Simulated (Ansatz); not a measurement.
**C2H6AlN: up Jacob's ladder to CCSD(T)**

How much do the methods differ for C2H6AlN? The plan is to run it at one geometry with functionals of several rungs and with coupled cluster. The yardstick is the atomisation energy at the CCSD(T) limit.

Program: Ansatz 0.2.0, Gaussian basis. Level of theory: functionals in def2-TZVPP, the program's frozen cores in correlated methods. These are calculated values, not measurements.

Plan: LDA (SPW92), PBE-D4, revPBE-D4, BLYP-D4, r2SCAN-D4, B97M-V, PBE0-D4, B3LYP-D4, r2SCANh-D4, r2SCAN0-D4, HSE06-D4, BHLYP-D4, CAM-B3LYP-D4, LC-ωPBE, ωB97X-V, ωB97M-V, B2PLYP, PBE-QIDH; CCSD(T)/def2-SVP; CCSD(T)/def2-TZVPP; MP2/def2-QZVPP; extrapolation to the limit; RPA on PBE.

## Step 1: The geometry

The geometry comes from an earlier relaxation with PBE0-D4 in a triple-zeta def2 set; it is a stationary point, not always the lowest conformer.

SMILES `C[C](=N)[AlH2]`, 10 atoms, charge 0, spin multiplicity 1.

Atoms are counted from 1 here; the program's logs count them from 0.

Bond lengths: C1–C2 1.498 Å, C1–H5 1.095 Å, C1–H6 1.092 Å, C1–H7 1.095 Å, C2–N3 1.279 Å, C2–Al4 1.986 Å, N3–H8 1.023 Å, Al4–H9 1.588 Å, Al4–H10 1.588 Å. Angles: C2–C1–H5 110.6°, C2–C1–H6 110.7°, C2–C1–H7 110.6°, H5–C1–H6 109.4°, H5–C1–H7 106.2°, H6–C1–H7 109.4°, C1–C2–N3 117.7°, C1–C2–Al4 124.3°, N3–C2–Al4 118.0°, C2–N3–H8 111.5°, C2–Al4–H9 113.1°, C2–Al4–H10 124.5°, H9–Al4–H10 122.4°.

## Step 2: LDA

This LDA is Slater exchange with PW92 correlation.

Contents of in.yaml:

```yaml
crystal:
  periodic: [false, false, false]
  atoms:
    - {symbol: C, position_ang: [-0.078603, 0.216597, -1.473126]}
    - {symbol: C, position_ang: [-0.389772, -0.057976, -0.033243]}
    - {symbol: N, position_ang: [-1.608695, -0.286560, 0.279154]}
    - {symbol: Al, position_ang: [0.965173, -0.090358, 1.417841]}
    - {symbol: H, position_ang: [0.392473, 1.198723, -1.584670]}
    - {symbol: H, position_ang: [-0.987381, 0.180192, -2.077882]}
    - {symbol: H, position_ang: [0.642105, -0.512941, -1.856937]}
    - {symbol: H, position_ang: [-1.713175, -0.461138, 1.281821]}
    - {symbol: H, position_ang: [0.343260, -0.406963, 2.844709]}
    - {symbol: H, position_ang: [2.517716, 0.169224, 1.205136]}
basis:
  gaussian: {orbitals: def2-TZVPP}
hamiltonian: {xc: lda}
output: {orbitals: {seedname: orbitals}}
```

Started as:

```bash
> ansatz run in.yaml --threads 2 --pin off --events-out ev --progress --plain --max-ram 4352MiB
```

Further steps of the session: PBE-D4 (GGA); revPBE-D4 (GGA); BLYP-D4 (GGA); r2SCAN-D4 (meta-GGA); B97M-V (meta-GGA); PBE0-D4 (hybrid); B3LYP-D4 (hybrid); r2SCANh-D4 (hybrid); r2SCAN0-D4 (hybrid); HSE06-D4 (hybrid); BHLYP-D4 (hybrid); CAM-B3LYP-D4 (range-separated); LC-ωPBE (range-separated); ωB97X-V (range-separated); ωB97M-V (range-separated); B2PLYP (double hybrid); PBE-QIDH (double hybrid); CCSD(T) in def2-SVP; CCSD(T) in def2-TZVPP; MP2 in def2-QZVPP; RPA on PBE orbitals.

Before running them: what should the planned runs give, taken together? Wanted: atomisation energy, CCSD(T)/CBS; farthest beyond LDA; mean size of error, GGA; mean size of error, meta-GGA; mean size of error, hybrid; mean size of error, range-separated; mean size of error, double hybrid; gap, smallest and largest; T1 diagnostic.

**Answer**, as computed:

```
                               quantity                                                                                  value
        atomisation energy, CCSD(T)/CBS                                                                          3500.2 kJ/mol
 functionals within 17.5 kJ/mol (0.5 %)  revPBE-D4, BLYP-D4, r2SCAN-D4, PBE0-D4, B3LYP-D4, HSE06-D4, LC-ωPBE, ωB97X-V, ωB97M-V
                    farthest beyond LDA                                                                BHLYP-D4 (-91.4 kJ/mol)
                mean size of error, GGA                                                                            31.3 kJ/mol
           mean size of error, meta-GGA                                                                            16.1 kJ/mol
             mean size of error, hybrid                                                                            32.6 kJ/mol
    mean size of error, range-separated                                                                            16.4 kJ/mol
      mean size of error, double hybrid                                                                            31.6 kJ/mol
              gap, smallest and largest                                               2.38 eV (LDA (SPW92)), 9.42 eV (LC-ωPBE)
                          T1 diagnostic                                                                                 0.0123
triples share of the correlation energy                                                                                  4.1 %
```

In words: The LDA atomisation energy is off by 482.2 kJ/mol (14 %): it overbinds. PBE-D4 misses by +71.5 kJ/mol. Double hybrids carry the basis error of their MP2 part in triple zeta, and no dispersion term here, so their miss is partly the set-up's. The rungs meta-GGA, range-separated miss on average by less than the doubt on the reference (17.5 kJ/mol), so they tie. The reference freezes the cores and leaves out relativity and excitations past (T), so misses under about 17.5 kJ/mol can't be ranked. Hartree-Fock recovers 72 % of the binding; the rest is correlation. CCSD(T) in def2-SVP is off by -179.8 kJ/mol, worse than the median functional, from the basis alone. Orbital gaps span 2.4 to 9.4 eV; exact exchange widens them.
